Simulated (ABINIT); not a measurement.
Ba2Tl5V3O12:

```xyz
22
Lattice="8.1542 0.0000 0.0000 -4.0771 7.0618 0.0000 0.0000 0.0000 6.9213" Properties=species:S:1:pos:R:3 pbc="T T T"
Ba    0.0000    0.0000    1.6301
Ba    0.0000    0.0000    5.2912
V     4.0771    0.0000    0.0000
V    -2.0386    3.5309    0.0000
V     2.0386    3.5309    0.0000
Tl    4.0771    0.0000    3.4606
Tl   -2.0386    3.5309    3.4606
Tl    2.0386    3.5309    3.4606
Tl    0.0000    4.7079    1.5565
Tl    4.0771    2.3539    5.3648
O     1.3636    2.4246    5.6370
O     1.2955    7.0304    5.6370
O    -2.6592    4.6685    5.6370
O     1.4179    2.3932    1.2843
O     5.4407    4.6372    1.2843
O     5.3726    0.0314    1.2843
O     2.7135    4.6372    1.2843
O     2.7816    0.0314    1.2843
O     6.7363    2.3932    1.2843
O     2.6592    4.6685    5.6370
O    -1.3636    2.4246    5.6370
O    -1.2955    7.0304    5.6370
```

The cell was built by a generator and needn't be a form met in nature.

Program: ABINIT 10.8.3 (patched build). Alike in all runs: task single point; spin collinear, ferromagnetic start; cell as given; k mesh 2 × 2 × 2; smearing fermi-dirac 0.05 eV; the mesh is coarse, so values aren't converged.

Problem. Order these runs on this cell by their pressure, lowest first.
A. level RPBE; potentials or basis Ansatz PAW PBE generated set soft_1, frozen core; cutoff (eV) 490; fine-grid cutoff 979.61 eV
B. level LDA; potentials or basis Ansatz PAW PBE generated set soft_1, frozen core; cutoff (eV) 490; fine-grid cutoff 979.61 eV
C. level PBE; potentials or basis JTH PAW PBE v2.0; cutoff (eV) 626; fine-grid cutoff 1224.51 eV

Solution. B (-7.2 GPa), C (0.3 GPa), A (2.7 GPa).

Caveats: all runs use coarse meshes; the atomic spheres overlap; the PAW data sets were made with another functional, which shifts forces and pressure a little (some runs); this set's barium file shifts pressures by 1.5 GPa and gaps by 0.1 eV against other sets (some runs).
